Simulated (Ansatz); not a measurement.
Consider a comparison of norm-conserving and PAW potentials of Pt, space group Im-3m (the Python package of Ansatz (0.2.0)).

The script, `nc_paw.py`:
```python
# -*- coding: utf-8 -*-
'''Two kinds of potentials on Pt.'''

import ansatz as az
import numpy as np
import pandas as pd

VDW = 'D3(BJ)'
KMESH = (13, 13, 13)
SMEARING_WIDTH = 0.1
MIXING_BETA = 0.4


def count_gap(report):
    # lowest empty less highest filled band, counting bands; zero where they overlap
    return max(report.get('gap_by_band_count_ev') or 0.0, 0.0)

lattice = az.Lattice.of(
    (-1.58422, 1.58422, 1.58422),
    (1.58422, -1.58422, 1.58422),
    (1.58422, 1.58422, -1.58422),
)
sites = [
    ('Pt', (0.0, 0.0, 0.0)),
]
xtal = az.Crystal(lattice=lattice)
for symbol, position in sites:
    xtal = xtal.atom(symbol, position)

base = (
    xtal.calculation()
    .functional(az.Functional.PBESOL, dispersion=VDW)
    .kpoints(*KMESH, center='monkhorst-pack')
    .occupations(az.OccupationsMethod.FERMI_DIRAC, width=SMEARING_WIDTH)
    .mixing('broyden', ndim=8, beta=MIXING_BETA)
    .initial_density(normalization='cell')
    .scf(lower_state_search='off')
    .stress()
    .forces()
    .band_table()
)
variants = {
    'PAW': base.pseudopotentials('paw'),
    'norm-conserving': base.pseudopotentials('nc'),
}
# totals differ by the cores that each treatment holds, so compare what does not depend on them
rows = []
for label, variant in variants.items():
    rep = variant.run().report
    levels = np.array(rep['eigenvalues_ev'][0]) - rep['fermi_energy_ev']
    print(label, 'levels at the first k-point near E_F:', np.round(levels[np.abs(levels) < 5], 3))
    rows.append((label, rep['n_electrons'], np.trace(rep['stress_gpa']) / 3, count_gap(rep)))
print(pd.DataFrame(rows, columns=['treatment', 'electrons in bands', 'P GPa', 'gap by band count eV']).round(4).to_string(index=False))
```

How well do the two treatments of the cores agree on the pressure?

PAW gives -17.962 GPa and norm-conserving -18.389 GPa, 0.43 GPa apart (a gap this large is an error of one set of files, which an all-electron run can settle). They took 0.8 and 2.6 s of processor time.

What the script printed:

Running `python nc_paw.py` prints:
```text
DeckWarning: basis.ecutwfc = 420 eV, auto-derived from the records' recommended cutoffs: set by Pt (normal level)
PAW levels at the first k-point near E_F: [-3.512 -3.512 -3.512 -1.018 -1.018]
DeckWarning: basis.ecutwfc = 1142.878222 eV, auto-derived from the records' recommended cutoffs: set by Pt (normal level)
norm-conserving levels at the first k-point near E_F: [-3.507 -3.507 -3.507 -1.009 -1.009]
      treatment  electrons in bands    P GPa  gap by band count eV
            PAW                18.0 -17.9615                   0.0
norm-conserving                18.0 -18.3893                   0.0
```
(Warnings from the package without file and line.)

Reading the output:
- The settings weren't tested for convergence.
- The run is spin-unpolarised.
- Dispersion corrections can be off by several per cent in the lattices of metals, and by several GPa in the pressure at a fixed cell.
- The mesh is modest for a metal, so energies can be off by several to tens of meV an atom and pressures by half a GPa or more; differences at equal mesh fare better.
- A gap by band count of zero or less means overlapping bands, a metal.
- At these settings the cell as given stands under about -18 GPa, so it isn't at this functional's equilibrium volume.
- This isn't the structure that Pt takes at ambient conditions.
- Levels are Kohn-Sham eigenvalues on this mesh, without spin-orbit coupling.
- Stress is positive in compression.
- By the engine's processor time: 3.5 s on 1 thread of Intel(R) Xeon(R) Processor @ 2.30GHz (shared host), peak memory 0.57 GiB.
